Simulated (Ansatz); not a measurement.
**GaH3S2Si: a ladder of functionals and wavefunction methods**

An exercise on one series of results from a longer session: the logs are not shown, and one member is left open.

The runs use Ansatz 0.2.0, Gaussian basis; functionals in def2-TZVPP, the program's frozen cores in correlated methods.

Plan: LDA (SPW92), PBE-D4, revPBE-D4, BLYP-D4, r2SCAN-D4, B97M-V, PBE0-D4, B3LYP-D4, r2SCANh-D4, r2SCAN0-D4, HSE06-D4, BHLYP-D4, CAM-B3LYP-D4, LC-ωPBE, ωB97X-V, ωB97M-V, B2PLYP, PBE-QIDH; CCSD(T)/def2-SVP; CCSD(T)/def2-TZVPP; MP2/def2-QZVPP; extrapolation to the limit; RPA on PBE.

### Structure used throughout

All runs share one geometry, relaxed beforehand with PBE0-D4 in a triple-zeta def2 set.

SMILES `[SiH2]1S[S][GaH]1`, 7 atoms, charge 0, spin multiplicity 1.

Atoms are counted from 1 here; the program's logs count them from 0.

Bond lengths: Si1–S2 2.165 Å, Si1–Ga4 2.390 Å, Si1–H5 1.489 Å, Si1–H6 1.489 Å, S2–S3 2.110 Å, S3–Ga4 2.224 Å, Ga4–H7 1.557 Å. Angles: S2–Si1–Ga4 86.7°, S2–Si1–H5 111.6°, S2–Si1–H6 111.6°, Ga4–Si1–H5 118.8°, Ga4–Si1–H6 119.0°, H5–Si1–H6 107.4°, Si1–S2–S3 94.9°, S2–S3–Ga4 92.5°, Si1–Ga4–S3 86.0°, Si1–Ga4–H7 150.2°, S3–Ga4–H7 123.8°.

The first run:

Input file in.yaml:

```yaml
crystal:
  periodic: [false, false, false]
  atoms:
    - {symbol: Si, position_ang: [-0.752919, 0.646980, 0.408071]}
    - {symbol: S, position_ang: [-0.067934, -0.864502, 1.798510]}
    - {symbol: S, position_ang: [1.309867, -1.731870, 0.455822]}
    - {symbol: Ga, position_ang: [0.786159, -0.295399, -1.159471]}
    - {symbol: H, position_ang: [-0.501375, 2.021106, 0.923689]}
    - {symbol: H, position_ang: [-2.213899, 0.529088, 0.145603]}
    - {symbol: H, position_ang: [1.440111, -0.305413, -2.572234]}
basis:
  gaussian: {orbitals: def2-TZVPP}
hamiltonian: {xc: lda}
output: {orbitals: {seedname: orbitals}}
```

Run with:

```
$ ansatz run in.yaml --threads 4 --pin off --events-out ev --progress --plain --max-ram 10444MiB
```

Among the steps run: LDA; PBE-D4 (GGA); revPBE-D4 (GGA); BLYP-D4 (GGA); r2SCAN-D4 (meta-GGA); B97M-V (meta-GGA); PBE0-D4 (hybrid); B3LYP-D4 (hybrid); r2SCANh-D4 (hybrid); r2SCAN0-D4 (hybrid); HSE06-D4 (hybrid); BHLYP-D4 (hybrid); CAM-B3LYP-D4 (range-separated); LC-ωPBE (range-separated); ωB97X-V (range-separated); ωB97M-V (range-separated); B2PLYP (double hybrid); PBE-QIDH (double hybrid).

One of the session's tables, all rows but one given; the rest of the session is left out.

It belongs to the step «Orbital energies across the functionals». 

| functional | HOMO (eV) | LUMO (eV) | gap (eV) |
| --- | --- | --- | --- |
| LDA (SPW92) | ? | ? | ? |
| PBE-D4 | -5.29 | -2.85 | 2.44 |
| revPBE-D4 | -5.24 | -2.75 | 2.49 |
| BLYP-D4 | -5.12 | -2.73 | 2.39 |
| r2SCAN-D4 | -5.50 | -2.71 | 2.79 |
| B97M-V | -5.60 | -2.83 | 2.78 |
| PBE0-D4 | -6.36 | -2.13 | 4.23 |
| B3LYP-D4 | -6.13 | -2.32 | 3.80 |
| r2SCANh-D4 | -5.90 | -2.45 | 3.45 |
| r2SCAN0-D4 | -6.50 | -2.05 | 4.44 |
| HSE06-D4 | -5.96 | -2.49 | 3.47 |
| BHLYP-D4 | -7.28 | -1.35 | 5.94 |
| CAM-B3LYP-D4 | -7.57 | -1.18 | 6.39 |
| LC-ωPBE | -8.89 | -0.12 | 8.77 |
| ωB97X-V | -8.57 | -0.23 | 8.34 |
| ωB97M-V | -8.42 | -0.38 | 8.04 |

Estimate the missing values for LDA (SPW92).

As computed: HOMO (eV): -5.43; LUMO (eV): -3.08; gap (eV): 2.35. In the column «HOMO (eV)» it lies between r2SCAN-D4 (-5.50) and PBE-D4 (-5.29).
